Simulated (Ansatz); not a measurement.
# C₄H₃F₅: ionisation energy by level of theory

One table from this session's results is given with a row withheld; the runs are named, their logs left out.

Computed with Ansatz 0.2.0, Gaussian basis. Level: unrestricted cation, the program's frozen cores in correlated methods.

Plan: UKS PBE-D4/def2-TZVPP; UKS r2SCAN-D4/def2-TZVPP; UKS PBE0-D4/def2-TZVPP; UKS B3LYP-D4/def2-TZVPP; UKS wB97X-V/def2-TZVPP; UKS wB97M-V/def2-TZVPP; UKS B2PLYP/def2-TZVPP; UHF-CCSD(T)/def2-TZVPP; UHF-MP2/def2-QZVPP; extrapolation to the limit; then −ε(HOMO) from the neutral's earlier runs with LDA (SPW92), PBE-D4, revPBE-D4, BLYP-D4, r2SCAN-D4, B97M-V, PBE0-D4, B3LYP-D4, r2SCANh-D4, r2SCAN0-D4, HSE06-D4, BHLYP-D4, CAM-B3LYP-D4, LC-ωPBE, ωB97X-V, ωB97M-V.

**The geometry**

The geometry comes from an earlier relaxation with PBE0-D4 in a triple-zeta def2 set; it is a stationary point, not always the lowest conformer.

SMILES `F/C(=C/C(F)F)C(F)F`, 12 atoms, charge 0, spin multiplicity 1.

Atoms are counted from 1 here; the program's logs count them from 0.

Bond lengths: F1–C2 1.337 Å, C2–C3 1.320 Å, C2–C7 1.502 Å, C3–C4 1.487 Å, C3–H10 1.086 Å, C4–F5 1.360 Å, C4–F6 1.360 Å, C4–H11 1.088 Å, C7–F8 1.349 Å, C7–F9 1.353 Å, C7–H12 1.095 Å. Angles: F1–C2–C3 119.5°, F1–C2–C7 108.5°, C3–C2–C7 132.0°, C2–C3–C4 127.4°, C2–C3–H10 117.6°, C4–C3–H10 114.9°, C3–C4–F5 108.5°, C3–C4–F6 109.0°, C3–C4–H11 115.6°, F5–C4–F6 106.7°, F5–C4–H11 108.3°, F6–C4–H11 108.4°, C2–C7–F8 112.2°, C2–C7–F9 109.5°, C2–C7–H12 110.3°, F8–C7–F9 107.9°, F8–C7–H12 108.7°, F9–C7–H12 108.1°.

As a file:

```xyz
12
charge 0, multiplicity 1
F    -0.4445    0.3575   -2.2350
C    -0.1144    0.2332   -0.9454
C    -0.7532   -0.6429   -0.1922
C    -0.5186   -0.9402    1.2457
F    -0.3047   -2.2761    1.3806
F    -1.6473   -0.6510    1.9477
C     0.9886    1.2061   -0.6393
F     1.1972    1.3391    0.6864
F     2.1409    0.7721   -1.2002
H    -1.5372   -1.2307   -0.6592
H     0.3148   -0.4126    1.7040
H     0.7554    2.1906   -1.0591
```

The first run:

The input, in.yaml:

```yaml
crystal:
  periodic: [false, false, false]
  atoms:
    - {symbol: F, position_ang: [-0.444509, 0.357505, -2.234958]}
    - {symbol: C, position_ang: [-0.114419, 0.233211, -0.945360]}
    - {symbol: C, position_ang: [-0.753153, -0.642926, -0.192210]}
    - {symbol: C, position_ang: [-0.518560, -0.940167, 1.245664]}
    - {symbol: F, position_ang: [-0.304663, -2.276145, 1.380590]}
    - {symbol: F, position_ang: [-1.647348, -0.651013, 1.947707]}
    - {symbol: C, position_ang: [0.988582, 1.206130, -0.639273]}
    - {symbol: F, position_ang: [1.197199, 1.339077, 0.686446]}
    - {symbol: F, position_ang: [2.140871, 0.772082, -1.200244]}
    - {symbol: H, position_ang: [-1.537234, -1.230728, -0.659202]}
    - {symbol: H, position_ang: [0.314809, -0.412586, 1.703990]}
    - {symbol: H, position_ang: [0.755425, 2.190559, -1.059148]}
basis:
  gaussian: {orbitals: def2-TZVPP}
total_charge: 1
magnetization: {spin_polarized: true, initial_magnetization: 1}
hamiltonian: {xc: pbe, dispersion: d4}
```

On the command line:

```console
> ansatz run in.yaml --threads 2 --pin off --events-out ev --progress --plain --max-ram 32768MiB --backend cuda --devices 0, --max-vram 18GiB
```

Steps of the session up to this table: Cation, UKS PBE-D4/def2-TZVPP; Cation, UKS r2SCAN-D4/def2-TZVPP; Cation, UKS PBE0-D4/def2-TZVPP; Cation, UKS B3LYP-D4/def2-TZVPP; Cation, UKS wB97X-V/def2-TZVPP; Cation, UKS wB97M-V/def2-TZVPP; Cation, UKS B2PLYP (frozen core)/def2-TZVPP; Cation, UHF-CCSD(T)/def2-TZVPP; Cation, UHF-MP2/def2-QZVPP.

One table of the session follows, with a row left open; its other results are not shown here.

It belongs to the step «Ionisation energies side by side». For comparison, −ε(HOMO) of the neutral from earlier runs:

```
  functional  −ε(HOMO) (eV)
 LDA (SPW92)           7.61
      PBE-D4           7.35
   revPBE-D4           7.26
     BLYP-D4           7.24
   r2SCAN-D4           7.64
      B97M-V           7.69
     PBE0-D4           8.71
    B3LYP-D4           8.49
  r2SCANh-D4           8.15
  r2SCAN0-D4           8.91
    HSE06-D4           8.31
    BHLYP-D4           9.93
CAM-B3LYP-D4          10.13
     LC-ωPBE              ?
     ωB97X-V          11.08
     ωB97M-V          10.99
```

Estimate the missing values for LC-ωPBE.

**Answer.** −ε(HOMO) (eV): 11.48. In the column «−ε(HOMO) (eV)» it is the highest.
